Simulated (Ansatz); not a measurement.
# YGeS4: from a guess to a relaxed structure, part 2 of 2

Where does this trial cell of YGeS4 go when cell and atoms are let free?

Ansatz 0.2.0; DFT PBE, scalar-relativistic, plane waves, PAW. The steps go on from the part before.

## 4. Relaxation on the finer mesh

The end of the coarse run is made exact in the group found at a tolerance of 0.06 Å and reduced to its primitive cell.

input.yaml reads:

```yaml
crystal:
  lattice:
    - [0.0, 3.8442987818, 3.8442987818]
    - [3.8442987818, 0.0, 3.8442987818]
    - [3.8442987818, 3.8442987818, 0.0]
  atoms:
    - { symbol: "Y", position: [0.25, 0.25, 0.25] }
    - { symbol: Ge, position: [0.0, 0.0, 0.0] }
    - { symbol: S, position: [0.6243191525, 0.1270425425, 0.6243191525] }
    - { symbol: S, position: [0.1270425425, 0.6243191525, 0.6243191525] }
    - { symbol: S, position: [0.6243191525, 0.6243191525, 0.1270425425] }
    - { symbol: S, position: [0.6243191525, 0.6243191525, 0.6243191525] }
basis:
  ecutwfc: 420
kpoints:
  mp_grid: { grid: [8, 8, 8] }
hamiltonian:
  xc: pbe
scf:
  occupations: { method: gaussian, width: 0.1 }
output:
  forces: true
  stress: true
  eigenvalues: true
  write_density: true
  write_potential: true
  elf: true
  volumetric_format: npy
relax:
  adjacent_minimum: "off"
  f_tol: 0.01
  max_steps: 80
  cell: { stress_tol: 0.05 }
```

Command:

```bash
ansatz run input.yaml --threads 1 --pin off --max-ram 2048MiB --backend cpu --events-out ev --progress --plain --runs-dir out
```

Standard output:

```text
Warning: RAYON_NUM_THREADS=1 ignored (pool sized by the plan → 1); use --threads N
Engine: ansatz 0.2.0, aarch64-unknown-linux-gnu
Pseudopotentials: kind: paw
Pseudopotential: Y, paw, valence charge 11, recommended cutoff 420 eV (normal), Y.paw.azcp
Pseudopotential: Ge, paw, valence charge 14, recommended cutoff 420 eV (normal), Ge.paw.azcp
Pseudopotential: S, paw, valence charge 6, recommended cutoff 420 eV (normal), S.paw.azcp
Functional definition: PBE
  parameter kappa = 0.804
  parameter beta = 0.06672455060314922
  exchange = pbe_x(kappa = kappa, mu = beta*pi^2/3)
  correlation = pbe_c(beta = beta)
Crystal: 6 atoms, lattice volume = 113.627 Å³
Basis set: ecut = 420 eV, 2229 PW (Γ), exchange–correlation on 80×80×80 points (8 copies of the dense FFT grid, shifted against one another)
Bands: 31, of which v1, the nominal top of the filled ones, is band 25 counted from 1 (24 counted from 0)
Symmetry: 24 space group operations
Space group: F-43m (ITA 216), of the structure as read, at distance tolerance 4.8e-5 Å
k-points: 29 of 512 (time reversal used)
Non-local potential: Y, projectors of the file, l = 0: 3, l = 1: 2, l = 2: 2, l = 3: 1
Non-local potential: Ge, projectors of the file, l = 0: 2, l = 1: 2, l = 2: 3, l = 3: 1
Non-local potential: S, projectors of the file, l = 0: 2, l = 1: 2, l = 2: 2
PAW form: soft (Blöchl's): semilocal exchange-correlation on the pseudo side does not see the compensation charge
PAW one-centre angular grid: Y, 590 points (default); XC on 64 Gauss nodes
PAW one-centre angular grid: Ge, 590 points (default); XC on 64 Gauss nodes
PAW one-centre angular grid: S, 110 points (default); XC on 64 Gauss nodes
Initial density: superposition of atomic densities (neutral atoms: chi_scale 0, normalization atom), corrected by the library's trained network
Initial wavefunctions: pseudopotential atomic-orbital guess
Functional: x = pbe(κ = 0.804, μ = 0.2195149727645171), c = pbe(β = 0.06672455060314922)
SCF iter   1: F=—  HF=-11750.647761 eV  |F-HF|=—  |Δ(HF+E_count)|=         —  Δρ=3.16e-3  dr2=1.31e-2  ethr=1.77e-3  ⟨swp⟩=6.0  Hψ=3575  notcnv=0
preconditioner: auto → Kerker (q_TF=auto, 2.371 Å⁻¹)  [metal: Δε(μ)=0.006 eV  Ē_g=7.763 eV  σ=0.100 eV  W_gap=0.04  n_scr=26 (ndim 8)  ℏωp=19.4 eV  f_vac=0.000  D(μ)=6.03/eV (n_scr^D=58)]
SCF iter   2: F=—  HF=-11750.643802 eV  |F-HF|=—  |Δ(HF+E_count)|=   3.96e-3  Δρ=1.77e-3  dr2=4.54e-3  ethr=2.67e-5  ⟨swp⟩=1.5  Hψ=1199  notcnv=0
SCF iter   3: F=—  HF=-11750.643285 eV  |F-HF|=—  |Δ(HF+E_count)|=   5.17e-4  Δρ=4.32e-4  dr2=2.81e-4  ethr=9.26e-6  ⟨swp⟩=2.0  Hψ=1316  notcnv=0
SCF iter   4: F=—  HF=-11750.643241 eV  |F-HF|=—  |Δ(HF+E_count)|=   4.33e-5  Δρ=1.99e-4  dr2=2.68e-5  ethr=5.73e-7  ⟨swp⟩=2.0  Hψ=1444  notcnv=0
SCF iter   5: F=—  HF=-11750.643276 eV  |F-HF|=—  |Δ(HF+E_count)|=   3.50e-5  Δρ=5.22e-5  dr2=3.40e-6  ethr=5.48e-8  ⟨swp⟩=2.9  Hψ=1336  notcnv=0
SCF iter   6: F=—  HF=-11750.643275 eV  |F-HF|=—  |Δ(HF+E_count)|=   1.54e-6  Δρ=2.12e-5  dr2=6.66e-7  ethr=6.94e-9  ⟨swp⟩=2.0  Hψ=1537  notcnv=0
SCF iter   7: F=-11750.643275 eV  HF=-11750.643275 eV  |F-HF|=9.32e-9  |Δ(HF+E_count)|=   1.24e-7  Δρ=5.80e-6  dr2=3.47e-8  ethr=2.04e-10  ⟨swp⟩=8.5  Hψ=6152  notcnv=0
SCF 1 converged in 7 iterations: F = -11750.643275 eV  dr2 = 3.47e-8
relax step   1: F+E_penalty+E_count = -11750.64327474 eV  Δ(F+E_penalty+E_count) = +0.000e0 eV  max|allowed force component| = 2.716e-4 eV/Å  Δτ_max = 0.0000 Å  P = -1.063 GPa  Ω = 113.627 Å³  (7 SCF iters, dr2 threshold 1.00e-7 eV, accepted)
Crystal: 6 atoms, lattice volume = 111.631 Å³
Basis set: ecut = 420 eV, 2133 PW (Γ), exchange–correlation on 80×80×80 points (8 copies of the dense FFT grid, shifted against one another)
Initial density: handed on by an earlier stage of this run
Initial wavefunctions: those handed on with the density
iter 1 solved again at ethr=3.02e-5 eV; its pass at ethr=3.10e-3 eV (dr2=1.48e-2 eV) is discarded
SCF iter   1: F=—  HF=-11750.651986 eV  |F-HF|=—  |Δ(HF+E_count)|=         —  Δρ=1.84e-3  dr2=1.47e-2  ethr=3.02e-5  ⟨swp⟩=1.0  Hψ=4412  notcnv=0
preconditioner: auto → Kerker (q_TF=auto, 2.378 Å⁻¹)  [metal: Δε(μ)=0.015 eV  Ē_g=7.820 eV  σ=0.100 eV  W_gap=0.09  n_scr=26 (ndim 8)  ℏωp=19.6 eV  f_vac=0.000  D(μ)=5.69/eV (n_scr^D=58)]
SCF iter   2: F=—  HF=-11750.649730 eV  |F-HF|=—  |Δ(HF+E_count)|=   2.26e-3  Δρ=5.77e-4  dr2=1.35e-3  ethr=3.00e-5  ⟨swp⟩=1.1  Hψ=901  notcnv=0
SCF iter   3: F=—  HF=-11750.649445 eV  |F-HF|=—  |Δ(HF+E_count)|=   2.85e-4  Δρ=2.60e-4  dr2=1.51e-4  ethr=2.75e-6  ⟨swp⟩=1.8  Hψ=974  notcnv=0
SCF iter   4: F=—  HF=-11750.649446 eV  |F-HF|=—  |Δ(HF+E_count)|=   1.22e-6  Δρ=9.12e-5  dr2=8.36e-6  ethr=3.08e-7  ⟨swp⟩=2.0  Hψ=1567  notcnv=0
SCF iter   5: F=—  HF=-11750.649441 eV  |F-HF|=—  |Δ(HF+E_count)|=   5.42e-6  Δρ=3.00e-5  dr2=6.21e-7  ethr=1.71e-8  ⟨swp⟩=2.0  Hψ=1564  notcnv=0
SCF iter   6: F=-11750.649441 eV  HF=-11750.649441 eV  |F-HF|=4.30e-9  |Δ(HF+E_count)|=   1.44e-7  Δρ=5.02e-6  dr2=2.95e-8  ethr=1.22e-9  ⟨swp⟩=8.2  Hψ=5615  notcnv=0
SCF 2 converged in 6 iterations: F = -11750.649441 eV  dr2 = 2.95e-8
relax step   2: F+E_penalty+E_count = -11750.64944069 eV  Δ(F+E_penalty+E_count) = -6.166e-3 eV  max|allowed force component| = 4.268e-4 eV/Å  Δτ_max = 0.0007 Å  P = +0.110 GPa  Ω = 111.631 Å³  energy of the carried Pulay correction = +1.246e-4 eV  (6 SCF iters, dr2 threshold 6.00e-7 eV, accepted)
Crystal: 6 atoms, lattice volume = 111.816 Å³
iter 1 solved again at ethr=2.65e-7 eV; its pass at ethr=3.10e-3 eV (dr2=1.30e-4 eV) is discarded
SCF iter   1: F=—  HF=-11750.649480 eV  |F-HF|=—  |Δ(HF+E_count)|=         —  Δρ=1.72e-4  dr2=1.30e-4  ethr=2.65e-7  ⟨swp⟩=1.0  Hψ=3529  notcnv=0
preconditioner: auto → Kerker (q_TF=auto, 2.378 Å⁻¹)  [metal: Δε(μ)=0.017 eV  Ē_g=7.833 eV  σ=0.100 eV  W_gap=0.09  n_scr=26 (ndim 8)  ℏωp=19.6 eV  f_vac=0.000  D(μ)=5.92/eV (n_scr^D=58)]
SCF iter   2: F=—  HF=-11750.649463 eV  |F-HF|=—  |Δ(HF+E_count)|=   1.72e-5  Δρ=5.40e-5  dr2=1.15e-5  ethr=2.65e-7  ⟨swp⟩=1.1  Hψ=901  notcnv=0
SCF iter   3: F=—  HF=-11750.649492 eV  |F-HF|=—  |Δ(HF+E_count)|=   2.83e-5  Δρ=2.48e-5  dr2=1.30e-6  ethr=2.34e-8  ⟨swp⟩=1.9  Hψ=996  notcnv=0
SCF iter   4: F=—  HF=-11750.649491 eV  |F-HF|=—  |Δ(HF+E_count)|=   2.85e-7  Δρ=8.33e-6  dr2=6.90e-8  ethr=2.65e-9  ⟨swp⟩=2.0  Hψ=1568  notcnv=0
SCF iter   5: F=-11750.649491 eV  HF=-11750.649491 eV  |F-HF|=7.28e-10  |Δ(HF+E_count)|=   4.68e-8  Δρ=2.75e-6  dr2=5.03e-9  ethr=6.22e-11  ⟨swp⟩=7.1  Hψ=5297  notcnv=0
SCF 3 converged in 5 iterations: F = -11750.649491 eV  dr2 = 5.03e-9
relax step   3: F+E_penalty+E_count = -11750.64949119 eV  Δ(F+E_penalty+E_count) = -5.049e-5 eV  max|allowed force component| = 1.350e-4 eV/Å  Δτ_max = 0.0000 Å  P = -0.003 GPa  Ω = 111.816 Å³  energy of the carried Pulay correction = +1.130e-4 eV  (5 SCF iters, dr2 threshold 3.05e-8 eV, accepted)
Initial wavefunctions: pseudopotential atomic-orbital guess (no wavefunctions were taken with the density)
iter 1 solved again at ethr=3.40e-7 eV; its pass at ethr=3.10e-3 eV (dr2=1.67e-4 eV) is discarded
SCF iter   1: F=—  HF=-11750.649351 eV  |F-HF|=—  |Δ(HF+E_count)|=         —  Δρ=5.85e-6  dr2=1.19e-8  ethr=3.40e-7  ⟨swp⟩=3.0  Hψ=5752  notcnv=0
eigensolver tolerance schedule: the retry pair's looser diagonalisation over-reported the residual by 13971.64 of it (diagonalisation noise at an unbounded share of the residual, at the tolerance the schedule requests for it); recorded, not acted on — ethr = c·dr2/N_el stays at c = 1.0e-1
preconditioner: auto → Kerker (q_TF=auto, 2.378 Å⁻¹)  [metal: Δε(μ)=0.018 eV  Ē_g=7.831 eV  σ=0.100 eV  W_gap=0.10  n_scr=26 (ndim 8)  ℏωp=19.6 eV  f_vac=0.000  D(μ)=5.90/eV (n_scr^D=58)]
SCF iter   2: F=—  HF=-11750.649385 eV  |F-HF|=—  |Δ(HF+E_count)|=   3.42e-5  Δρ=3.93e-6  dr2=8.03e-9  ethr=2.43e-11  ⟨swp⟩=2.8  Hψ=1754  notcnv=0
SCF iter   3: F=—  HF=-11750.649385 eV  |F-HF|=—  |Δ(HF+E_count)|=   7.12e-9  Δρ=1.39e-6  dr2=1.39e-9  ethr=1.64e-11  ⟨swp⟩=2.1  Hψ=1172  notcnv=0
SCF iter   4: F=—  HF=-11750.649385 eV  |F-HF|=—  |Δ(HF+E_count)|=  1.33e-10  Δρ=2.53e-7  dr2=9.68e-11  ethr=2.83e-12  ⟨swp⟩=2.0  Hψ=1518  notcnv=0
SCF iter   5: F=-11750.649385 eV  HF=-11750.649385 eV  |F-HF|=9.09e-12  |Δ(HF+E_count)|=  2.91e-11  Δρ=9.51e-8  dr2=1.22e-11  ethr=1.00e-12  ⟨swp⟩=5.1  Hψ=3659  notcnv=0
SCF 4 converged in 5 iterations: F = -11750.649385 eV  dr2 = 1.22e-11
relax step   4: F+E_penalty+E_count = -11750.64938500 eV  Δ(F+E_penalty+E_count) = +1.062e-4 eV  max|allowed force component| = 1.366e-4 eV/Å  Δτ_max = 0.0000 Å  P = -0.003 GPa  Ω = 111.816 Å³  stress off target by 2.63e-3 GPa  SCF on the basis re-selected at this cell (its energy is not comparable with the rows above)  (5 SCF iters)
basis re-selected at this cell: Δ(F+E_penalty+E_count) = +1.062e-4 eV, ΔP = -0.000 GPa vs the last step (what re-selecting the basis moved, of the pressure what is left beyond the Pulay correction that the steps carried, after the strain that the cell walked since its last selection, with what the two solves' SCF thresholds leave and, on support functions, any second-order correction that the steps lacked; it is no measure of the basis error at this ecutwfc). This SCF's stress stands 2.63e-3 GPa from its target on what of the cell is left free (relax.cell.stress_tol is 5.00e-2 GPa) and its largest allowed force component is 1.37e-4 eV/Å (relax.f_tol is 1.00e-2 eV/Å): within both
SCF converged after 5 iterations
Free energy (F): -11750.649385 eV
Harris-Foulkes:  -11750.649385 eV  (|F-HF|=9.09e-12)
Internal energy: -11750.619889 eV  (E = F + TS)
E sigma→0 (E₀):  -11750.634637 eV
Entropy (-TS):   -0.029496 eV (-4.916 meV/atom)
Fermi energy:    10.316386 eV
--- Per-component energies (eV) ---
  E_band       = -168.765084
  E_kinetic    = 834.059200
  E_local      = -3179.836592  (includes V_loc(G=0)·N_el)
  E_nonlocal   = 580.800066
  E_hartree    = 1291.556087
  E_xc         = -635.064824
  E_vxc        = -610.538024  (∫ρ·V_xc dr)
  E_paw        = -7240.591763  (= ΣΔE_a)
  E_vpaw       = -376.362067  (= ΣTr[D̂ρ^β])
  E_aug_tail   = 0.000232  (compensation charges beyond the density's cutoff)
  E_ewald      = -3401.542295
  E_smearing   = -0.029496  (= −TS)
  E_closure    = -0.000000  (closes the sum)
  Σ components = -11750.649385   (vs F -11750.649385, Δ=0.00e0)
--- Forces (eV/Å), atoms counted from 1 ---
  atom   1  Y     -0.00000000     0.00000000     0.00000000
  atom   2  Ge     0.00000000    -0.00000000     0.00000000
  atom   3  S     -0.00013665     0.00013665    -0.00013665
  atom   4  S      0.00013665    -0.00013665    -0.00013665
  atom   5  S     -0.00013665    -0.00013665     0.00013665
  atom   6  S      0.00013665     0.00013665     0.00013665
  max |Σ_I F_I| component: 1.88e-17 eV/Å
--- Stress (GPa, compression-positive) ---
       -0.002627       0.000000       0.000000
        0.000000      -0.002627      -0.000000
        0.000000      -0.000000      -0.002627
  P = ⅓ Tr σ = -0.0026 GPa (-0.026 kbar)
--- Band table (eV; the first three rows and the last of 29) ---
  k-point 0: bands = ["-33.2546", "-14.6267", "-14.6267", "-14.6267", "-14.6201", "-14.6201", "-13.2031", "-13.2031", "-13.2031", "-5.9558", "-1.7648", "-1.7648", "-1.7648", "1.8450", "2.9263", "4.0386", "4.0386", "4.0386", "5.3880", "5.3880", "9.7437", "9.7437", "9.7437", "10.9159", "10.9159", "10.9159", "12.3852", "12.3852", "12.3852", "13.2006", "13.5586"]
  k-point 1: bands = ["-33.2545", "-14.6266", "-14.6266", "-14.6264", "-14.6202", "-14.6202", "-13.2066", "-13.2034", "-13.2034", "-5.8718", "-2.0548", "-1.7849", "-1.7849", "2.0517", "2.7421", "4.1286", "4.1286", "4.5369", "5.4452", "5.4452", "9.4281", "9.7765", "9.7765", "10.5686", "10.5686", "10.9260", "11.8089", "12.2598", "12.2598", "13.3925", "13.6960"]
  k-point 2: bands = ["-33.2544", "-14.6263", "-14.6263", "-14.6256", "-14.6202", "-14.6202", "-13.2152", "-13.2044", "-13.2044", "-5.6351", "-2.6839", "-1.8321", "-1.8321", "2.0025", "3.1165", "4.3352", "4.3352", "5.3941", "5.6649", "5.6649", "9.1178", "9.1778", "9.1778", "10.5657", "10.5824", "10.5824", "10.9507", "12.0106", "12.0106", "13.4708", "13.6878"]
  k-point 28: bands = ["-33.2543", "-14.6257", "-14.6254", "-14.6243", "-14.6205", "-14.6202", "-13.2194", "-13.2165", "-13.2116", "-4.4239", "-4.3131", "-2.0946", "-2.0928", "1.7948", "4.5071", "4.7688", "4.8438", "6.7624", "6.7722", "7.1208", "7.2968", "7.5057", "9.3113", "9.5708", "9.8252", "10.3920", "10.6131", "11.6086", "12.2197", "12.9125", "13.0714"]
--- Relaxed structure (3 steps of the walk, 3 accepted, 1 SCFs on fresh bases) ---
  F+E_penalty+E_count = -11750.64938500 eV   max|allowed force component| = 1.366e-4 eV/Å   (the final SCF, on the basis selected at the relaxed cell)
  cell:  # Å, volume = 111.8161 Å³
    - [-3.0572232197373547e-34, 3.8237670679311266, 3.8237670679311266]
    - [3.8237670679311266, -5.248233193882457e-33, 3.8237670679311266]
    - [3.8237670679311266, 3.8237670679311266, -7.08256712572487e-33]
  atoms:
    - { symbol: Y, position: [0.25, 0.25, 0.25] }
    - { symbol: Ge, position: [1.2485640789673537e-21, -3.598802345259316e-21, 3.598802345259833e-21] }
    - { symbol: S, position: [0.624366791703594, 0.1268996248892179, 0.624366791703594] }
    - { symbol: S, position: [0.1268996248892179, 0.624366791703594, 0.624366791703594] }
    - { symbol: S, position: [0.624366791703594, 0.624366791703594, 0.1268996248892179] }
    - { symbol: S, position: [0.624366791703594, 0.624366791703594, 0.624366791703594] }
```

Wall time 37 s (1 thread of Arm Neoverse V2, shared host); peak memory 0.4 GiB.

The steps of the relaxation:

```
step  E - E(step 1) (eV/cell)  largest force component (eV/Å)  pressure (GPa)  volume (Å³)
   1                   0.0000                          0.0003           -1.06       113.63
   2                  -0.0062                          0.0004            0.11       111.63
   3                  -0.0062                          0.0001            0.00       111.82
   4                  -0.0061                          0.0001            0.00       111.82
```

Step 1 is the start. Step 4 repeats the geometry before it on a plane-wave basis chosen anew for that cell, so its energy need not be comparable with the rows above.

Lengths and angles in the start's conventional setting:

|  | before | after | change |
| --- | --- | --- | --- |
| a (Å) | 7.689 | 7.648 | -0.5 % |
| b (Å) | 7.689 | 7.648 | -0.5 % |
| c (Å) | 7.689 | 7.648 | -0.5 % |
| volume (Å³/atom) | 18.94 | 18.64 | -1.6 % |
| shortest distance (Å) | 2.704 | 2.690 | -0.5 % |
| space group (0.01 Å) | F-43m | F-43m | same |

Forces and stress were held to the start's 24 operations: a distortion of lower symmetry was not tested.

Axes a, b and c in the maps are those of this run's conventional cell (a, b, c = 7.648, 7.648, 7.648 Å).

Density in a lattice plane of the grid's cell (edges 7.65 and 7.65 Å, at 0.124 of the third edge), which holds S.

Values in e/Å³, 12 rows by 12 columns:
```
0.25 0.19 0.11 0.10 0.12 0.15 0.49 0.96 1.03 0.47 0.12 0.16
0.11 0.11 0.15 0.26 0.15 0.12 0.51 1.03 0.98 0.46 0.13 0.12
0.19 0.10 0.26 0.63 0.26 0.10 0.19 0.47 0.46 0.28 0.46 0.47
0.51 0.12 0.15 0.26 0.15 0.11 0.12 0.11 0.13 0.46 0.98 1.03
0.49 0.15 0.12 0.10 0.11 0.19 0.25 0.16 0.11 0.47 1.03 0.96
0.30 0.49 0.51 0.19 0.11 0.25 0.42 0.25 0.12 0.19 0.51 0.49
0.49 0.96 1.03 0.47 0.12 0.16 0.25 0.19 0.11 0.10 0.12 0.15
0.51 1.03 0.98 0.46 0.13 0.12 0.11 0.11 0.15 0.26 0.15 0.12
0.19 0.47 0.46 0.28 0.46 0.47 0.19 0.10 0.26 0.63 0.26 0.10
0.12 0.11 0.13 0.46 0.98 1.03 0.51 0.12 0.15 0.26 0.15 0.11
0.25 0.16 0.11 0.47 1.03 0.96 0.49 0.15 0.12 0.10 0.11 0.19
0.42 0.25 0.12 0.19 0.51 0.49 0.30 0.49 0.51 0.19 0.11 0.25
```
Columns run along the first of these edges and rows up along the second, over one cell in 12 and 12 even steps from the bottom left corner. Atoms in the plane (fractional): S at (0.38, 0.12), S at (0.88, 0.62), S at (0.12, 0.38), S at (0.62, 0.88).

ELF in the same plane.

Ten even steps from '0' (0.05) to '9' (0.86):
```
455521134422589899731234
456410000014893049830023
233100000015994049830001
110013431004899899521222
420025652002478875257887
840013431001122212599899
951000000133210003894049
841000001465432003894039
522443112555443213799898
258998411444444411489985
589899731234455521134422
893049830023456410000014
994049830001233100000015
899899521222110013431004
478875257887420025652002
122212599899840013431001
210003894049951000000133
432003894039841000001465
443213799898522443112555
444411489985258998411444
```
Columns run along the first of these edges and rows up along the second, over one cell in 24 and 20 even steps from the bottom left corner. Atoms in the plane (fractional): S at (0.38, 0.12), S at (0.88, 0.62), S at (0.12, 0.38), S at (0.62, 0.88).

Both are smooth fields of the valence electrons: close to the nuclei they are not physical.

Outside the cores ELF peaks at 0.89 beside S, off the lines to its neighbours, 0.8 Å from S; 0.59 beside Ge, off the lines to its neighbours, 1.3 Å from Ge.

## 5. Changing settings: xc r2scan, preconditioner kerker

input.yaml reads:

```yaml
crystal:
  lattice:
    - [0.0, 3.8237670679, 3.8237670679]
    - [3.8237670679, 0.0, 3.8237670679]
    - [3.8237670679, 3.8237670679, 0.0]
  atoms:
    - { symbol: "Y", position: [0.25, 0.25, 0.25] }
    - { symbol: Ge, position: [0.0, 0.0, 0.0] }
    - { symbol: S, position: [0.6243667917, 0.1268996249, 0.6243667917] }
    - { symbol: S, position: [0.1268996249, 0.6243667917, 0.6243667917] }
    - { symbol: S, position: [0.6243667917, 0.6243667917, 0.1268996249] }
    - { symbol: S, position: [0.6243667917, 0.6243667917, 0.6243667917] }
basis:
  ecutwfc: 420
kpoints:
  mp_grid: { grid: [8, 8, 8] }
hamiltonian:
  xc: r2scan
scf:
  occupations: { method: gaussian, width: 0.1 }
  mixing: { preconditioner: kerker }
output:
  forces: true
  eigenvalues: true
  stress: true
```

Command:

```bash
ansatz run input.yaml --threads 1 --pin off --max-ram 2048MiB --backend cpu --events-out ev --progress --plain --runs-dir out
```

Standard output (excerpt; [...] marks lines left out):

```text
Warning: basis.ecutwfc = 420 eV is below the records' recommended 500 eV, and the density's cutoff is lower with it unless basis.ecutrho_ratio is high enough to keep the records' density cutoff: compare with a run at a higher cutoff
Warning: RAYON_NUM_THREADS=1 ignored (pool sized by the plan → 1); use --threads N
[...]
[... 1 set-up line as earlier in the session ...]
Pseudopotential: Y, paw, valence charge 11, recommended cutoff 500 eV (meta_gga), Y.paw.azcp
Pseudopotential: Ge, paw, valence charge 14, recommended cutoff 500 eV (meta_gga), Ge.paw.azcp
Pseudopotential: S, paw, valence charge 6, recommended cutoff 500 eV (meta_gga), S.paw.azcp
Functional definition: r2SCAN
[...]
Crystal: 6 atoms, lattice volume = 111.816 Å³
Basis set: ecut = 420 eV, 2133 PW (Γ), exchange–correlation on 160×160×160 points (64 copies of the dense FFT grid, shifted against one another)
Bands: 31, of which v1, the nominal top of the filled ones, is band 25 counted from 1 (24 counted from 0)
[... 1 set-up line as earlier in the session ...]
[...]
SCF iter   1: F=—  HF=-11784.150021 eV  |F-HF|=—  |Δ(HF+E_count)|=         —  Δρ=6.70e-3  dr2=1.00e-1  dr2_τ=1.65e-2  ethr=1.77e-3  ⟨swp⟩=5.2  Hψ=3572  notcnv=0
[...]
SCF iter   8: F=-11784.204863 eV  HF=-11784.204863 eV  |F-HF|=5.14e-8  |Δ(HF+E_count)|=   3.07e-7  Δρ=5.88e-6  dr2=9.49e-8  dr2_τ=1.94e-9  ethr=2.04e-10  ⟨swp⟩=8.4  Hψ=3874  notcnv=0
[...]
SCF converged after 8 iterations
Free energy (F): -11784.204863 eV
[...]
E sigma→0 (E₀):  -11784.190431 eV
Entropy (-TS):   -0.028863 eV (-4.811 meV/atom)
Fermi energy:    10.313790 eV
[...]
--- Forces (eV/Å), atoms counted from 1 ---
  atom   1  Y     -0.00000000     0.00000000     0.00000000
  atom   2  Ge     0.00000000    -0.00000000     0.00000000
  atom   3  S      0.00670025    -0.00670025     0.00670025
  atom   4  S     -0.00670025     0.00670025     0.00670025
  atom   5  S      0.00670025     0.00670025    -0.00670025
  atom   6  S     -0.00670025    -0.00670025    -0.00670025
[...]
--- Stress (GPa, compression-positive) ---
        0.114728       0.000000       0.000000
        0.000000       0.114728      -0.000000
        0.000000      -0.000000       0.114728
  P = ⅓ Tr σ = 0.1147 GPa (1.147 kbar)
--- Band table (eV; the first three rows and the last of 29) ---
[...]
```

Run time: 15 s. Hardware: 1 thread of Arm Neoverse V2, shared host; peak memory 0.6 GiB.

```
    run     ending   energy change  pressure (GPa)  gap (eV)  force (eV/Å)  cycles  time
 step 4  converged               -             0.0      0.00          0.00       -  37 s
variant  converged  not comparable             0.1      0.00          0.01       8  15 s
```

After a change of functional the difference of the totals has no physical meaning; pressure, gap, moments and forces, where computed, barely move. The cutoff is under what these potentials recommend, as the log warns, so basis error is mixed in.

## 6. Summary of results

What follows sums up all 2 parts. Changes of volume or cell count from the first structure of part 1.

| quantity | value |
| --- | --- |
| symmetry at the end (tolerance 0.05 Å) | space group F-43m (No. 216) |
| conventional cell | a = 7.648 Å, b = 7.648 Å, c = 7.648 Å, α = 90.00°, β = 90.00°, γ = 90.00° |
| volume | 18.64 Å³/atom |
| energy over the elements | +0.21 eV/atom |
| gap on the mesh | none (metal) |

**Reading.** The space group F-43m (No. 216) is kept, and the volume per atom shrinks by 13.3 % from the first guess. With a positive formation energy it can't be a ground state. No finished test with a distortion of lower symmetry is shown, so the end may be a saddle point. The final runs have no spin polarisation, so no magnetic state was tried and one may lie lower.
